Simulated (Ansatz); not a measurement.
# C2H6BNS: the cost of one run

Program: Ansatz 0.2.0. Level of theory: RKS PBE-D4/6-31G*. These are calculated values, not measurements.

### 1 Starting point

Bond lengths: B1–S2 1.877 Å, S2–C3 1.776 Å, C3–C4 1.316 Å, C4–N5 1.398 Å, B1–H6 1.154 Å, B1–H7 1.220 Å, C3–H8 1.135 Å, C4–H9 1.119 Å, N5–H10 1.002 Å, N5–H11 1.051 Å. Angles: B1–S2–C3 91.7°, S2–B1–H6 123.5°, S2–B1–H7 119.0°, H6–B1–H7 117.1°, S2–C3–C4 125.0°, S2–C3–H8 118.7°, C4–C3–H8 116.1°, C3–C4–N5 126.1°, C3–C4–H9 112.8°, N5–C4–H9 120.6°, C4–N5–H10 121.1°, C4–N5–H11 117.3°, H10–N5–H11 121.5°.

Coordinates:

```xyz
11

B    -0.3250    1.9418    1.3596
S    -1.3927    0.4018    1.4671
C    -0.2113   -0.5460    0.5402
C    -0.2117   -0.6819   -0.7688
N     0.6727   -1.4642   -1.5167
H     0.4222    2.2582    2.1807
H    -0.4964    2.7177    0.4344
H     0.6726   -0.9995    1.0882
H    -1.1025   -0.2080   -1.2530
H     0.5711   -1.5561   -2.5094
H     1.4664   -1.9209   -1.0018
```

### 2 Relaxing end A

input.yaml

```yaml
crystal:
  periodic: [false, false, false]
  atoms:
    - { symbol: B, position_ang: [-0.325, 1.9418, 1.3596] }
    - { symbol: S, position_ang: [-1.3927, 0.4018, 1.4671] }
    - { symbol: C, position_ang: [-0.2113, -0.546, 0.5402] }
    - { symbol: C, position_ang: [-0.2117, -0.6819, -0.7688] }
    - { symbol: "N", position_ang: [0.6727, -1.4642, -1.5167] }
    - { symbol: H, position_ang: [0.4222, 2.2582, 2.1807] }
    - { symbol: H, position_ang: [-0.4964, 2.7177, 0.4344] }
    - { symbol: H, position_ang: [0.6726, -0.9995, 1.0882] }
    - { symbol: H, position_ang: [-1.1025, -0.208, -1.253] }
    - { symbol: H, position_ang: [0.5711, -1.5561, -2.5094] }
    - { symbol: H, position_ang: [1.4664, -1.9209, -1.0018] }
basis:
  gaussian: { orbitals: "6-31G*" }
hamiltonian:
  xc: pbe
  dispersion: d4
relax:
  f_tol: 0.015
  max_steps: 40
output:
  orbitals: {}
```

Run with:

```sh
ansatz run input.yaml --threads 1 --pin off --max-ram 2048MiB --backend cpu --events-out ev --progress --plain --runs-dir out
```

**Question.** How long does this run take on 1 thread of Intel Xeon 6975P-C (Granite Rapids), shared host, and how much memory does it need?

About 28 s, with a peak of 0.21 GiB.
